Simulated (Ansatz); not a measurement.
Run this with Ansatz 0.2.0 through its Python package and show what comes out.

Script `nih3_scf.py`:
```python
# -*- coding: utf-8 -*-
from pathlib import Path

import ansatz as az
import numpy as np
import pandas as pd


def main():
    crystal = (
        az.Lattice.of((5.1081, 0.0, 0.0), (-2.5541, 4.4238, 0.0), (0.0, 0.0, 2.3404))
        .atom("Ni", (2 / 3, 1 / 3, 0.25))
        .atom("Ni", (1 / 3, 2 / 3, 0.75))
        .atom("H", (0.4191, 0.2095, 0.75))
        .atom("H", (0.7905, 0.2095, 0.75))
        .atom("H", (0.7905, 0.5809, 0.75))
        .atom("H", (0.5809, 0.7905, 0.25))
        .atom("H", (0.2095, 0.7905, 0.25))
        .atom("H", (0.2095, 0.4191, 0.25))
        .moments(Ni=1.0)
    )

    setup = (
        crystal.calculation()
        .mixing("broyden")
        .scf(tolerance=1e-06)
        .pseudopotentials("nc")
        .spin(az.SpinTreatment.COLLINEAR)
        .kpoints(4, 4, 8, shift=0.5)
        .functional("lda")
        .occupations("Marzari-Vanderbilt")
        .density()
        .potential()
        .electron_localization_function()
        .output_files(volumetric_format="npy")
        .forces()
    )
    out = setup.run()
    rep = out.report

    n_atoms = len(rep["lattice"]["sites"])
    print("F =", round(rep["free_energy_ev"], 4), "eV for", n_atoms, "atoms")
    print("E(sigma -> 0) =", round(rep["energy_sigma0_ev"], 4), "eV, TS =", round(rep["entropy_ts_ev"], 5), "eV")
    print("closed by", rep["closed_by"], "after", rep["n_iterations"], "iterations")

    print("site moments (muB):", [round(m, 2) for m in rep["site_moments_mub"]])
    print("electrons up, down:", [round(n, 3) for n in rep["spin_occupation_sums"]])

    folder = Path(out.write_results("fields"))
    for name in sorted(p.name for p in folder.glob("*.npy")):
        field = np.load(folder / name)
        print(f"{name:16s} {str(field.shape):16s} min {field.min():10.4f}  mean {field.mean():10.4f}  max {field.max():10.4f}")

    table = pd.DataFrame(rep["forces_ev_ang"], columns=["fx", "fy", "fz"])
    table.insert(0, "atom", [site["symbol"] for site in rep["lattice"]["sites"]])
    print(table.round(4).to_string())

    rho = out.density()
    total = sum(ch.density_e_per_ang3 for ch in rho.channels[:2]) if len(rho.channels) < 3 else rho.channels[0].density_e_per_ang3
    print("grid", rho.dims, "electrons", round(float(total.mean() * rho.cell_volume_ang3), 4))
    print(f"density range {total.min():.4f} to {total.max():.4f} e/A^3")
    print(np.array2string(total[:: max(rho.dims[0] // 8, 1), :: max(rho.dims[1] // 8, 1), 0], precision=3, suppress_small=True))


if __name__ == "__main__":
    main()
```

`python nih3_scf.py` gives:
```text
DeckWarning: 4 symmetry operations that the atoms keep within the bar at which the run's group was sought (crystal.symmetry.tolerance 1.0e-5, or twice it) were not taken beside the 4 unitary ones that the detection took (of a slab, those that keep its plane). [...]
DeckWarning: basis.ecutwfc = 1333.357926 eV, auto-derived from the records' recommended cutoffs: set by Ni (normal level)
DeckWarning: scf.convergence.dr2_threshold = 1e-6 eV is looser than this run's default, which is 1e-7 eV or tighter. The error in the forces grows as the threshold's square root, so leave the key out unless less accurate forces are enough
RunWarning: the starting moments were not kept: the SCF closed with an absolute magnetisation of 1.8e-5 μB, where they sum to 2 μB in size (2 sites). That is at most 0.1 of that sum. Measured as dr2_m measures the in/out step, that magnetisation stands [...]
F = -9217.0594 eV for 8 atoms
E(sigma -> 0) = -9217.0569 eV, TS = 0.00734 eV
closed by deck_thresholds after 21 iterations
site moments (muB): [-0.0, -0.0, -0.0, 0.0, -0.0, -0.0, 0.0, -0.0]
electrons up, down: [21.0, 21.0]
elf.npy          (64, 64, 30)     min     0.0061  mean     0.3166  max     0.9976
elf_dn.npy       (64, 64, 30)     min     0.0061  mean     0.3166  max     0.9976
elf_up.npy       (64, 64, 30)     min     0.0061  mean     0.3166  max     0.9976
rho.npy          (64, 64, 30)     min     0.0102  mean     0.7942  max    28.6948
rho_spin.npy     (64, 64, 30)     min    -0.0000  mean    -0.0000  max     0.0000
v_es.npy         (64, 64, 30)     min  -211.4300  mean     3.1629  max    11.9641
v_tot_dn.npy     (64, 64, 30)     min  -275.7386  mean    -7.7088  max     8.0158
v_tot_up.npy     (64, 64, 30)     min  -275.7386  mean    -7.7088  max     8.0158
  atom      fx      fy   fz
0   Ni -0.0029  0.0019  0.0
1   Ni  0.0029 -0.0019  0.0
2    H -0.1271 -0.0729  0.0
3    H  0.1399 -0.0808  0.0
4    H -0.0004  0.1464  0.0
5    H  0.1271  0.0729  0.0
6    H -0.1399  0.0808  0.0
7    H  0.0004 -0.1464  0.0
grid (64, 64, 30) electrons 42.0
density range 0.0102 to 28.6948 e/A^3
[[0.01  0.023 0.076 0.125 0.124 0.125 0.076 0.023]
 [0.023 0.022 0.076 0.249 0.285 0.285 0.25  0.077]
 [0.076 0.076 0.076 0.249 0.696 1.897 0.695 0.25 ]
 [0.125 0.249 0.249 0.125 0.285 1.899 1.897 0.285]
 [0.124 0.285 0.696 0.285 0.124 0.285 0.696 0.285]
 [0.125 0.285 1.897 1.899 0.285 0.125 0.249 0.249]
 [0.076 0.25  0.695 1.897 0.696 0.249 0.076 0.076]
 [0.023 0.077 0.25  0.285 0.285 0.249 0.076 0.022]]
```
(Warnings from the package without file and line, shortened.)

The settings weren't tested for convergence. The SCF didn't keep the moments it started from (some shrank, vanished or turned); what is printed is the state reached. The mesh is modest for a metal, so energies can be off by several to tens of meV an atom and pressures by half a GPa or more; differences at equal mesh fare better. Grid values close to the nuclei reflect the PAW or pseudopotential construction, not the all-electron fields. This cell is a computed structure, which may not be the phase found in nature.

(A comment or docstring line of the script was reworded after the run, the code is as it ran; lines on the test bed's own set-up are left out of the output.)
